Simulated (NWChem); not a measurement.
**the pair GaH5O···SiH4S, step by step**

Wanted: a single-point energy (singlet GaSiH9SO, PBE0-D3(BJ)/pcseg-1), then the energy (singlet GaH5O, PBE0-D3(BJ)/pcseg-1), then the energy (singlet SiH4S, PBE0-D3(BJ)/pcseg-1), then the energy (singlet GaH5O, PBE0-D3(BJ)/pcseg-1), then the energy (singlet SiH4S, PBE0-D3(BJ)/pcseg-1) of GaH9OSSi and its partners. 

The results are computed with NWChem 7.3.0.

**1. Starting point**

GaSiH9SO has 13 atoms, charge 0, and is taken as a singlet. The two molecules were placed rigidly side by side, at 1 times their contact distance; the pair isn't optimised.

Bond lengths: O1–Ga2 2.197 Å, Si8–S9 2.137 Å, O1–H3 0.963 Å, O1–H4 0.962 Å, Ga2–H5 1.570 Å, Ga2–H6 1.580 Å, Ga2–H7 1.581 Å, Si8–H10 1.485 Å, Si8–H11 1.482 Å, Si8–H12 1.485 Å, S9–H13 1.344 Å. Some angles: O1–Ga2–H5 99.8°, O1–Ga2–H6 93.8°, O1–Ga2–H7 94.4°, Ga2–O1–H3 108.3°, Ga2–O1–H4 109.4°, Si8–S9–H13 94.7°, S9–Si8–H10 111.6°, S9–Si8–H11 104.8°, S9–Si8–H12 111.6°, H5–Ga2–H6 119.5°.

**2. The energy at PBE0-D3(BJ)/pcseg-1 (run 1)**

gah9ossi.nw

```
start gah9ossi
title "GaH9OSSi energy"
memory 2200 mb
charge 0

geometry noautosym nocenter noautoz
   O    -0.253730   -1.208390   -0.163870
   Ga    0.148770    0.951010   -0.129270
   H    -0.961630   -1.394590    0.461130
   H     0.522870   -1.683990    0.147630
   H     0.073270    1.260310   -1.666770
   H    -1.093430    1.275410    0.792130
   H     1.563870    0.800210    0.559030
   Si   -3.617530    0.169550    3.242840
   S    -4.359680    2.038490    3.966590
   H    -4.497000   -0.397470    2.189190
   H    -3.609410   -0.720460    4.427970
   H    -2.242400    0.301280    2.698150
   H    -4.280450    2.657870    2.776820
end

basis spherical bse
   * library pcseg-1
end

dft
   xc pbe0
   disp vdw 4
   grid fine
   convergence energy 1e-08
   maxiter 100
   mulliken
   print low
end

task dft energy
```

On the command line:

```console
$ nwchem gah9ossi.nw > gah9ossi.out
```

Log:

```text
[...]
 d= 0,ls=0.0,diis     1  -2692.2432979888 -3.04D+03  7.15D-03  4.60D-01     5.0
[...]
 d= 0,ls=0.0,diis     8  -2692.3035250424 -7.17D-09  3.01D-06  9.59D-08    31.4
         Total DFT energy =    -2692.303525042402
      One electron energy =    -4442.992997819874
           Coulomb energy =     1533.558676984702
    Exchange-Corr. energy =     -132.943725562630
 Nuclear repulsion energy =      350.081755433896
    Dispersion correction =       -0.007234078495
[...]
      Total Density - Mulliken Population Analysis
     ---------------------------------------------
    Atom       Charge   Shell Charges
 -----------   ------   -------------------------------------------------------
    1 O    8     8.38   1.99  0.90  0.81  2.97  1.71  0.01
    2 Ga  31    30.76   2.00  2.00  2.00  0.88  0.27  6.00  5.98  0.97  0.59  9.99  0.10
    3 H    1     0.73   0.67  0.01  0.06
    4 H    1     0.73   0.67  0.01  0.06
    5 H    1     1.11   0.73  0.37  0.00
    6 H    1     1.15   0.73  0.41  0.00
    7 H    1     1.13   0.73  0.39  0.00
    8 Si  14    13.62   2.00  1.99  0.98  0.31  5.99  2.10  0.10  0.15
    9 S   16    16.32   2.00  1.99  1.20  0.68  5.99  3.29  1.12  0.05
   10 H    1     1.07   0.75  0.31  0.01
[...]
```

Wall time 32 s (1 thread of Intel Xeon Platinum 8488C (Sapphire Rapids), shared host); peak memory 0.13 GiB.

**3. GaH5O: the energy at PBE0-D3(BJ)/pcseg-1 (run 2)**

gah5o.nw

```
start gah5o
title "GaH5O"
memory total 2200 mb

geometry units angstrom noautosym nocenter noautoz
   O    -0.253730   -1.208390   -0.163870
   Ga    0.148770    0.951010   -0.129270
   H    -0.961630   -1.394590    0.461130
   H     0.522870   -1.683990    0.147630
   H     0.073270    1.260310   -1.666770
   H    -1.093430    1.275410    0.792130
   H     1.563870    0.800210    0.559030
end

basis "ao basis" spherical bse
   * library pcseg-1
end

dft
   xc pbe0
   disp vdw 4
   grid fine
   convergence energy 1e-08
   iterations 100
   mulliken
   noprint "final vectors analysis"
end

task dft
```

On the command line:

```console
$ nwchem gah5o.nw > gah5o.out
```

Log:

```text
[...]
          Wavefunction type:  closed shell.
          No. of atoms     :     7
          No. of electrons :    44
[...]
          Charge           :     0
          Spin multiplicity:     1
[...]
          AO basis - number of functions:    66
[...]
              XC Information
              --------------
                         PBE0 Method XC Functional
                     Hartree-Fock (Exact) Exchange  0.250
          PerdewBurkeErnzerhof Exchange Functional  0.750
            Perdew 1991 LDA Correlation Functional  1.000 local
           PerdewBurkeErnz. Correlation Functional  1.000 non-local
[...]
 d= 0,ls=0.0,diis     1  -2002.4597760044 -2.12D+03  8.73D-03  2.92D-01     1.9
[...]
 d= 0,ls=0.0,diis     8  -2002.4936370069 -3.92D-10  1.93D-07  8.20D-11    10.4
         Total DFT energy =    -2002.493637006897
      One electron energy =    -3027.077264970686
           Coulomb energy =      991.262343729075
    Exchange-Corr. energy =      -85.124016887855
 Nuclear repulsion energy =      118.447820605145
    Dispersion correction =       -0.002519482576
[...]
      Total Density - Mulliken Population Analysis
     ---------------------------------------------
    Atom       Charge   Shell Charges
 -----------   ------   -------------------------------------------------------
    1 O    8     8.38   1.99  0.90  0.81  2.97  1.70  0.01
    2 Ga  31    30.78   2.00  2.00  2.00  0.88  0.27  6.00  5.98  0.97  0.60  9.98  0.10
    3 H    1     0.73   0.67  0.01  0.06
    4 H    1     0.73   0.67  0.01  0.06
    5 H    1     1.11   0.73  0.38  0.00
    6 H    1     1.13   0.73  0.39  0.00
    7 H    1     1.13   0.73  0.39  0.00
[...]
```

Run time: 11 s. Hardware: 1 thread of Intel Xeon Platinum 8488C (Sapphire Rapids), shared host; peak memory 0.12 GiB.

**4. SiH4S: a single-point energy at PBE0-D3(BJ)/pcseg-1 (run 3)**

test.nw

```
start test
memory total 2200 mb

geometry units angstrom noautosym nocenter noautoz
 Si    -3.617530     0.169550     3.242840
 S     -4.359680     2.038490     3.966590
 H     -4.497000    -0.397470     2.189190
 H     -3.609410    -0.720460     4.427970
 H     -2.242400     0.301280     2.698150
 H     -4.280450     2.657870     2.776820
end

basis spherical bse
 * library pcseg-1
end

dft
 xc pbe0
 disp vdw 4
 grid fine
 convergence energy 1e-08
 maxiter 100
 mulliken
 print low
end

task dft energy
```

On the command line:

```console
$ nwchem test.nw > test.out
```

Log:

```text
[...]
 d= 0,ls=0.0,diis     1   -689.7821451685 -7.79D+02  1.15D-02  1.68D-01     0.8
[...]
 d= 0,ls=0.0,diis     8   -689.8086927335 -1.38D-09  4.87D-07  4.70D-10     5.0
         Total DFT energy =     -689.808692733480
      One electron energy =    -1131.283251039768
           Coulomb energy =      400.056149143445
    Exchange-Corr. energy =      -47.816890320794
 Nuclear repulsion energy =       89.238748573155
    Dispersion correction =       -0.003449089519
[...]
      Total Density - Mulliken Population Analysis
     ---------------------------------------------
    Atom       Charge   Shell Charges
 -----------   ------   -------------------------------------------------------
    1 Si  14    13.63   2.00  1.99  0.98  0.31  5.99  2.10  0.11  0.15
    2 S   16    16.32   2.00  1.99  1.20  0.68  5.99  3.29  1.12  0.05
    3 H    1     1.07   0.75  0.31  0.01
    4 H    1     1.07   0.75  0.31  0.01
    5 H    1     1.07   0.75  0.31  0.01
    6 H    1     0.86   0.71  0.13  0.02
[...]
```

Run time: 5.7 s. Hardware: 1 thread of Intel Xeon Platinum 8488C (Sapphire Rapids), shared host; peak memory 0.12 GiB.

**5. GaH5O among ghost functions: the energy at PBE0-D3(BJ)/pcseg-1 (with ghost functions) (run 4)**

a.nw

```
start a
title "GaH5O energy"
memory total 2200 mb
charge 0

geometry noautosym nocenter noautoz
   O    -0.253730   -1.208390   -0.163870
   Ga    0.148770    0.951010   -0.129270
   H    -0.961630   -1.394590    0.461130
   H     0.522870   -1.683990    0.147630
   H     0.073270    1.260310   -1.666770
   H    -1.093430    1.275410    0.792130
   H     1.563870    0.800210    0.559030
   bqSi    -3.617530     0.169550     3.242840
   bqS     -4.359680     2.038490     3.966590
   bqH     -4.497000    -0.397470     2.189190
   bqH     -3.609410    -0.720460     4.427970
   bqH     -2.242400     0.301280     2.698150
   bqH     -4.280450     2.657870     2.776820
end

basis spherical bse
   O library pcseg-1
   Ga library pcseg-1
   H library pcseg-1
   bqSi library Si pcseg-1
   bqS library S pcseg-1
   bqH library H pcseg-1
end

dft
   xc pbe0
   disp vdw 4
   grid fine
   convergence energy 1e-08
   maxiter 100
   mulliken
   print low
end

task dft energy
```

On the command line:

```console
$ nwchem a.nw > a.out
```

Log:

```text
[...]
 d= 0,ls=0.0,diis     1  -2002.4598600667 -2.12D+03  4.75D-03  2.92D-01     4.5
[...]
 d= 0,ls=0.0,diis     8  -2002.4937494019 -4.34D-10  1.05D-07  8.30D-11    29.0
         Total DFT energy =    -2002.493749401933
      One electron energy =    -3027.078904324676
           Coulomb energy =      991.263928215904
    Exchange-Corr. energy =      -85.124074415729
 Nuclear repulsion energy =      118.447820605145
    Dispersion correction =       -0.002519482576
[...]
      Total Density - Mulliken Population Analysis
     ---------------------------------------------
    Atom       Charge   Shell Charges
 -----------   ------   -------------------------------------------------------
    1 O    8     8.38   1.99  0.90  0.81  2.97  1.71  0.01
    2 Ga  31    30.78   2.00  2.00  2.00  0.88  0.28  6.00  5.98  0.97  0.60  9.99  0.10
    3 H    1     0.73   0.67  0.01  0.06
    4 H    1     0.73   0.67  0.01  0.06
    5 H    1     1.11   0.73  0.37  0.00
    6 H    1     1.13   0.73  0.40  0.00
    7 H    1     1.13   0.73  0.39  0.00
    8 X    0     0.00  -0.00 -0.00  0.00  0.00 -0.00  0.00 -0.00  0.00
    9 X    0     0.00   0.00 -0.00 -0.00 -0.00 -0.00 -0.00  0.00  0.00
   10 X    0     0.00  -0.00  0.00  0.00
[...]
```

Wall time 30 s (1 thread of Intel Xeon Platinum 8488C (Sapphire Rapids), shared host); peak memory 0.13 GiB.

**6. SiH4S among ghost functions: the energy at PBE0-D3(BJ)/pcseg-1 (with ghost functions) (run 5)**

input.nw

```
start input
title "H4SSi energy"
memory stack 880 mb heap 220 mb global 1100 mb

geometry units angstroms noautosym nocenter noautoz
  Si   -3.617530    0.169550    3.242840
  S    -4.359680    2.038490    3.966590
  H    -4.497000   -0.397470    2.189190
  H    -3.609410   -0.720460    4.427970
  H    -2.242400    0.301280    2.698150
  H    -4.280450    2.657870    2.776820
  bqO     -0.253730    -1.208390    -0.163870
  bqGa     0.148770     0.951010    -0.129270
  bqH     -0.961630    -1.394590     0.461130
  bqH      0.522870    -1.683990     0.147630
  bqH      0.073270     1.260310    -1.666770
  bqH     -1.093430     1.275410     0.792130
  bqH      1.563870     0.800210     0.559030
end

basis "ao basis" spherical bse
  Si library pcseg-1
  S library pcseg-1
  H library pcseg-1
  bqO library O pcseg-1
  bqGa library Ga pcseg-1
  bqH library H pcseg-1
end

dft
  xc pbe0
  disp vdw 4
  grid fine
  convergence energy 1e-08
  iterations 100
  mulliken
  noprint "final vectors analysis"
end

task dft energy
```

On the command line:

```console
$ nwchem input.nw > input.out
```

Log:

```text
[...]
          Wavefunction type:  closed shell.
          No. of atoms     :    13
          No. of electrons :    34
[...]
          Charge           :     0
          Spin multiplicity:     1
[...]
          AO basis - number of functions:   122
[...]
              XC Information
              --------------
                         PBE0 Method XC Functional
                     Hartree-Fock (Exact) Exchange  0.250
          PerdewBurkeErnzerhof Exchange Functional  0.750
            Perdew 1991 LDA Correlation Functional  1.000 local
           PerdewBurkeErnz. Correlation Functional  1.000 non-local
[...]
 d= 0,ls=0.0,diis     1   -689.7822240037 -7.79D+02  5.31D-03  1.69D-01     3.6
[...]
 d= 0,ls=0.0,diis     8   -689.8087751655 -1.37D-09  2.26D-07  4.77D-10    26.7
         Total DFT energy =     -689.808775165480
      One electron energy =    -1131.281823622726
           Coulomb energy =      400.054433739964
    Exchange-Corr. energy =      -47.816684766355
 Nuclear repulsion energy =       89.238748573155
    Dispersion correction =       -0.003449089519
[...]
```

Run time: 27 s. Hardware: 1 thread of Intel Xeon Platinum 8488C (Sapphire Rapids), shared host; peak memory 0.13 GiB.

**7. What came out**

```
                                                                                                                  quantity           value
                                                                                  run 1, PBE0-D3(BJ)/pcseg-1: total energy  -2692.30353 Eh
                                                                             run 1, PBE0-D3(BJ)/pcseg-1: dispersion energy   -18.99 kJ/mol
                                                                                                       GaH5O: total energy  -2002.49364 Eh
                                                                                                      GaH5O: dipole moment          3.88 D
                                                                                                  GaH5O: dispersion energy    -6.61 kJ/mol
                                                                                                       SiH4S: total energy   -689.80869 Eh
                                                                                                  SiH4S: dispersion energy    -9.06 kJ/mol
                                                                                 GaH5O among ghost functions: total energy  -2002.49375 Eh
                                                                            GaH5O among ghost functions: dispersion energy    -6.61 kJ/mol
                                                                                 SiH4S among ghost functions: total energy   -689.80878 Eh
                                                                                SiH4S among ghost functions: dipole moment          1.47 D
                                                                            SiH4S among ghost functions: dispersion energy    -9.06 kJ/mol
              interaction energy of the rigid parts GaH5O and SiH4S (parts in their own basis; closest atoms 2.43 Å apart)       -0.033 eV
interaction energy of the rigid parts GaH5O and SiH4S (parts in the whole basis, counterpoise; closest atoms 2.43 Å apart)       -0.027 eV
```

The interaction energy of the rigid parts GaH5O and SiH4S (parts in their own basis; closest atoms 2.43 Å apart) is −0.03 eV (−3.1 kJ/mol): the parts attract. Without counterpoise this holds the superposition error of the basis. The interaction energy of the rigid parts GaH5O and SiH4S (parts in the whole basis, counterpoise; closest atoms 2.43 Å apart) is −0.03 eV (−2.6 kJ/mol): the parts attract. The basis-set superposition error is 0.5 kJ/mol. Mulliken charges (SiH4S) run from -0.32 on S2 to +0.37 on Si1; they depend strongly on the basis.
